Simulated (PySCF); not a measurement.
# C7H8O2: the cost of one run

Programs: PySCF 2.14.0, with routines of our own; each step states its level. All values are computed. Atoms count from 0.

## Step 1: The starting structure

17 atoms, charge 0, multiplicity 1; geometry from: GFN2-xTB.

## Step 2: Magnetic properties: GIAO PBE0/pcSseg-1

Job settings and geometry (Å):

```
{"job": {"kind": "mag", "xc": "PBE0", "basis": "pcSseg-1", "isotopologues": 0}, "charge": 0, "multiplicity": 1}
C     -3.018171    -0.563968    -0.152179
C     -1.892043     0.440624     0.038708
C     -0.535064    -0.202124     0.043195
O     -0.324153    -1.381400    -0.088196
C      0.619178     0.805685     0.237111
O      0.406884     1.994832     0.366200
C      1.919219     0.198511     0.247288
C      2.656939    -0.884508     0.163865
C      3.408994     0.389490     0.365313
H     -3.980590    -0.059451    -0.149916
H     -2.898738    -1.089931    -1.096113
H     -3.005371    -1.300987     0.646880
H     -1.896280     1.195356    -0.752840
H     -2.002485     0.984857     0.980962
H      2.731316    -1.937517     0.041991
H      3.958926     0.819488    -0.463032
H      3.844442     0.603072     1.333969
```

Level: GIAO PBE0/pcSseg-1 magnetisability, rotational g tensor and spin-rotation constants, non-relativistic, gas phase.

On the command line:

```
OMP_NUM_THREADS=1 python excited_run.py task.json out
```

This one command runs all jobs of the session in turn.

**Question.** How long does this first job take on 1 thread of Arm Neoverse V2, shared host, and how much memory does it need?

About 33 s, with a peak of 0.84 GiB.
